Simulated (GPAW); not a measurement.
NaFeO3 in GPAW: the effect of starting spin order

The system is NaFeO3.

```
Fe Na O
1.0
     7.66096    0.00000    0.00000
     0.00000    3.83048    0.00000
     0.00000    0.00000    3.83048
Fe Na O
2 2 6
Cartesian
  1.9152 1.9152 1.9152
  5.7457 1.9152 1.9152
  0.0000 0.0000 0.0000
  3.8305 0.0000 0.0000
  0.0000 1.9152 1.9152
  3.8305 1.9152 1.9152
  1.9152 0.0000 1.9152
  5.7457 0.0000 1.9152
  1.9152 1.9152 0.0000
  5.7457 1.9152 0.0000
```

The cell comes from a database or a generator and needn't be the stable form of this composition.

Alike in all runs:

- Program: GPAW 26.7.0
- Task: single point
- Functional: PBEsol
- Potentials or basis: PAW data sets generated in the run's folder for this functional
- Cutoff: 800 eV
- Basis: pw
- k mesh: 3 × 6 × 6
- Occupations: fermi-dirac, width 0.05 eV

```csv
starting spin order,spin,starting moments,energy over the lowest run (meV/atom),pressure (GPa),final net moment (μB),final largest site moment (μB)
nm,no spin polarisation,-,?,?,?,?
fm,"collinear spin, ferromagnetic start","[3.0, 3.0, 0.0, 0.0, 0.0, 0.0, 0.0, 0.0, 0.0, 0.0] μB",0.0,-13.2,7.85,2.59
afm,"collinear spin, antiferromagnetic start","[3.0, -3.0, 0.0, 0.0, 0.0, 0.0, 0.0, 0.0, 0.0, 0.0] μB",20.6,-13.5,0.00,2.57
fm  larger moments,"collinear spin, ferromagnetic start","[4.5, 4.5, 0.0, 0.0, 0.0, 0.0, 0.0, 0.0, 0.0, 0.0] μB",0.0,-13.2,7.85,2.59
afm larger moments,"collinear spin, antiferromagnetic start","[4.5, -4.5, 0.0, 0.0, 0.0, 0.0, 0.0, 0.0, 0.0, 0.0] μB",20.6,-13.5,0.00,2.57
```

Task: What does the run with starting spin order nm give?

Result: Energy over the lowest run 198.7 meV/atom; pressure -18.1 GPa; final net moment 0.00 μB; final largest site moment 0.00 μB.
